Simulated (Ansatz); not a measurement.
Crystal: EuMg2Fe.

```
CELL_PARAMETERS angstrom
4.84177 0.00000 0.00000
-2.42088 4.19309 0.00000
0.00000 0.00000 5.13784
ATOMIC_POSITIONS crystal
Eu 0.00000 0.00000 0.50000
Fe 0.00000 0.00000 0.00000
Mg 0.33333 0.66667 0.02156
Mg 0.66667 0.33333 0.97844
```

The cell comes from a database or a generator and needn't be the stable form of this composition.

Base run:

```yaml
Program: Ansatz 0.2.0
Functional: PBE
Potentials_or_basis: Ansatz PAW
Cutoff: 420 eV
Density_cutoff: 1680 eV
k_mesh: 6 × 6 × 5
Occupations: fermi-dirac, width 0.05 eV
Spin: collinear spin, ferromagnetic start
Starting_moments: "[7.0, 3.0, 0.0, 0.0] μB"
```

Its results: band gap on the k mesh none (metal or under the smearing width); pressure -0.2 GPa; net moment 5.24 μB per cell; site moments Eu +6.57; Fe -2.02; Mg +0.03 μB; largest force 0.047 eV/Å.

**Question.** The run is repeated on the same cell with these changes: functional from PBE to PBEsol; occupations from fermi-dirac, width 0.05 eV to gaussian, width 0.05 eV. What comes out?

**Answer.** Band gap on the k mesh none (metal or under the smearing width); pressure -2.0 GPa; net moment 5.16 μB per cell; site moments Eu +6.56; Fe -2.02; Mg +0.03 μB; largest force 0.044 eV/Å.

Caveats: spin-orbit coupling is left out, which moves the levels of the heavy elements; without U or exact exchange the open f shell lies at the Fermi level, which spoils levels, moments and volumes; the PAW data sets come from PBE, with cores solved anew for the run's functional, which leaves a small shift of forces and pressure (some runs).

Not every run made on this cell is shown here.
